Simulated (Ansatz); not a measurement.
**Si: a line through an energy map**

One table from this session's results is given with a row withheld; the runs are named, their logs left out.

Program: Ansatz 0.2.0. Level of theory: DFT LDA, scalar-relativistic, plane waves, PAW. These are calculated values, not measurements.

73 further runs of the same task are left out: 73 set aside as unsound or not needed.

### Starting point

Symmetry: Fd-3m, No. 227, cubic system. Conventional cell: a = 5.402 Å, b = 5.402 Å, c = 5.402 Å, α = 90.00°, β = 90.00°, γ = 90.00°. Si (site symmetry -43m) is surrounded by 4 Si at 2.34 Å.

Coordinates:

```cif
data_structure
_symmetry_space_group_name_H-M 'Fd-3m:1'
_symmetry_Int_Tables_number 227
_cell_length_a 5.4016
_cell_length_b 5.4016
_cell_length_c 5.4016
_cell_angle_alpha 90.000
_cell_angle_beta 90.000
_cell_angle_gamma 90.000
_cell_volume 157.60
loop_
_atom_site_label
_atom_site_type_symbol
_atom_site_symmetry_multiplicity
_atom_site_Wyckoff_symbol
_atom_site_fract_x
_atom_site_fract_y
_atom_site_fract_z
_atom_site_occupancy
Si1 Si 8 a 0.50000 0.00000 0.50000 1
```

This cell was relaxed beforehand with the same method: volume 19.70 Å³/atom, gap on the mesh 0.44 eV.

### The scan

The energy is mapped over volume and the cell's shape.

The axes are (1) volume per atom: 11 values from 17.34 to 22.07 Å³; (2) c/a of the conventional cell: 11 values from 0.834 to 1.200.

Nothing else is relaxed (symmetry fixes all fractional coordinates). Energies count from the relaxed crystal. Points are written as (first, second).

The first run:

Input file input.yaml:

```yaml
crystal:
  lattice:
    - [0.0, 2.5881114023, 2.5881114023]
    - [2.5881114023, 0.0, 2.5881114023]
    - [2.5881114023, 2.5881114023, 0.0]
  atoms:
    - { symbol: Si, position: [0.5, 0.5, 0.5] }
    - { symbol: Si, position: [0.75, 0.75, 0.75] }
basis:
  ecutwfc: 420
kpoints:
  mp_grid: { grid: [12, 12, 12] }
hamiltonian:
  xc: lda
  pseudopotentials: { kind: paw, azcp: { folder: soft_1 } }
scf:
  occupations: { method: gaussian, width: 0.05 }
output:
  forces: true
  stress: true
  eigenvalues: true
```

Launch:

```
ansatz run input.yaml --threads 1 --pin off --max-ram 2048MiB --backend cpu --events-out ev --progress --plain --runs-dir out
```

Steps of the session up to this table: Grid point (17.34 Å³, 1.000); Point (17.81 Å³, 1.000); Grid point (18.28 Å³, 1.000); Point (18.75 Å³, 1.000); The run at (20.17 Å³, 1.000); The run at (20.65 Å³, 1.000); Grid point (21.12 Å³, 1.000); Point (21.59 Å³, 1.000); Grid point (22.07 Å³, 1.000).

One of the session's tables, all rows but one given; the rest of the session is left out.

| volume per atom (Å³) | energy (meV/atom) | slope (meV/atom per Å³) | pressure (GPa) | band gap on the k-mesh (eV) |
| --- | --- | --- | --- | --- |
| 17.34 | 107 | −101 | 16.2 | 0.20 |
| 17.81 | 65 | −75 | 12.1 | 0.25 |
| 18.28 | 35 | −53 | 8.5 | 0.31 |
| 18.75 | 15 | −33 | 5.3 | 0.36 |
| 19.23 | 3.6 | −15 | 2.5 | 0.40 |
| 19.70 | 0 | 0 | 0.0 | 0.45 |
| 20.17 | 3.3 | 14 | −2.2 | 0.48 |
| 20.65 | 13 | 26 | −4.1 | 0.52 |
| 21.12 | ? | ? | ? | ? |
| 21.59 | 46 | 45 | −7.3 | 0.59 |
| 22.07 | 70 | 53 | −8.6 | 0.62 |

Q: Estimate the row for volume per atom (Å³) = 21.12 from the others.

Worked estimate for «energy (meV/atom)». A straight line through the neighbours (20.65, 13) and (21.59, 46) gives 13 + (46 − 13) × (21.12 − 20.65) / (21.59 − 20.65) = 30; a parabola fitted to 4 rows on both sides gives 27.

The run gave: energy (meV/atom): 27; slope (meV/atom per Å³): 36; pressure (GPa): −5.8; band gap on the k-mesh (eV): 0.56. In «energy (meV/atom)» the line misses by +3 and the parabola by +0.

Energies count from the relaxed crystal. Rows without a step come from runs not printed here or follow by symmetry. Slopes come from the forces (and the stress, where the cell changes), not from differences of energies.

**Reading.** Along the line the energy is lowest at 19.70 Å³, 0 meV/atom from the zero. A fit to energies and slopes at the lowest point and its two neighbours puts the minimum at 19.703 Å³, with a curvature of about 31 meV/atom per (Å³)². V·d²E/dV² there is about 97 GPa, a bulk modulus under this line's constraint. The highest point computed, at 17.34 Å³, lies 107 meV/atom above the lowest. This is one cut through a surface in two coordinates; it holds the lowest point sampled, which need not be a minimum. The gap on the mesh closes on part of the grid.

Limits of these values: These are semilocal Kohn-Sham gaps, which aren't the measured quantity. Warnings in the runs' records: pseudo functional mismatch.
